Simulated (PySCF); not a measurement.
# As2: basis, grid and Hamiltonian

The method stays; parts of the set-up, such as the basis or the Hamiltonian, are changed.

The runs use PySCF 2.14.0; each script names its method and basis.

### 1 The system as given

As2: 2 atoms, charge 0, spin multiplicity 1.

No contacts short enough for the rule that draws bonds.

### 2 The run that the others are compared with

Input file input.py:

```python
from pyscf import gto, scf

mol = gto.M(
    atom='As 0 0 0; As 0 0 2.702',
    basis='cc-pvdz',
    charge=0,
    spin=0,
    verbose=4,
)
mf = scf.RHF(mol)
mf.kernel()
mf.nuc_grad_method().kernel()
mf.dip_moment()
print('orbital energies (hartree):', mf.mo_energy[..., max(0, mol.nelec[1]-3):mol.nelec[0]+3].round(4))
```

On the command line:

```
$ python input.py
```

Its log is not repeated here.

In short: E(SCF) = -4468.219208 Eh, 7 cycles, μ = 0.00 D, gradient on the second atom 0.1404 Eh/bohr.

The bond length is a typed value, not an optimised one.

### 3 Density fitting weigend

Edit 1 changes density fitting: none → weigend.

Input file input.py:

```python
from pyscf import gto, scf

mol = gto.M(
    atom='As 0 0 0; As 0 0 2.702',
    basis='cc-pvdz',
    charge=0,
    spin=0,
    verbose=4,
)
mf = scf.RHF(mol)
mf = mf.density_fit(auxbasis='weigend')
mf.kernel()
mf.nuc_grad_method().kernel()
mf.dip_moment()
print('orbital energies (hartree):', mf.mo_energy[..., max(0, mol.nelec[1]-3):mol.nelec[0]+3].round(4))
```

On the command line:

```
$ python input.py
```

### 4 6-31g

Edit 2 changes basis set: cc-pvdz → 6-31g.

input.py: that of step 2 with these lines changed.

```diff
@@ -4,3 +4,3 @@
     atom='As 0 0 0; As 0 0 2.702',
-    basis='cc-pvdz',
+    basis='6-31g',
     charge=0,
```

### 5 Cartesian functions on

Edit 3 changes Cartesian functions: off → on.

input.py: that of step 2 with these lines changed.

```diff
@@ -7,2 +7,3 @@
     spin=0,
+    cart=True,
     verbose=4,
```

### 6 Lanl2dz (core potential on)

Edit 4 changes basis set: cc-pvdz → lanl2dz; core potential: off → on. The core potential changes with it: totals don't compare.

input.py: that of step 2 with these lines changed.

```diff
@@ -4,3 +4,4 @@
     atom='As 0 0 0; As 0 0 2.702',
-    basis='cc-pvdz',
+    basis='lanl2dz',
+    ecp={'As': 'lanl2dz'},
     charge=0,
```

### 7 Spin-free X2C on

Edit 5 changes spin-free X2C: off → on.

input.py: that of step 2 with these lines changed.

```diff
@@ -10,2 +10,3 @@
 mf = scf.RHF(mol)
+mf = mf.sfx2c1e()
 mf.kernel()
```

Before running it: what results should come out? Wanted: for each run, E(SCF); from base; gap.

**Answer**, as computed:

```csv
run,E(SCF) (hartree),from base (eV),cycles,gap (eV),functions
base,-4468.219208,0,7,6.62,54
density fitting weigend,-4422.819497,+1235.3891,8,6.66,54
6-31g,-4467.591312,+17.0859,7,6.56,54
Cartesian functions on,-4468.220073,-0.0235,7,6.61,58
lanl2dz (core potential on),-11.782492,not comparable,6,6.59,16
spin-free X2C on,-4507.024168,-1055.9368,7,6.60,54
```

In words: The largest comparable shift of the SCF energy, +1235.389 eV, comes with the run “density fitting weigend”. 6-31g (54 functions) gives an energy 17.09 eV higher than cc-pvdz (54). Scalar relativity lowers the total energy by 1055.94 eV, nearly all of it in the inner shells; a basis contracted without relativity catches only part of it.
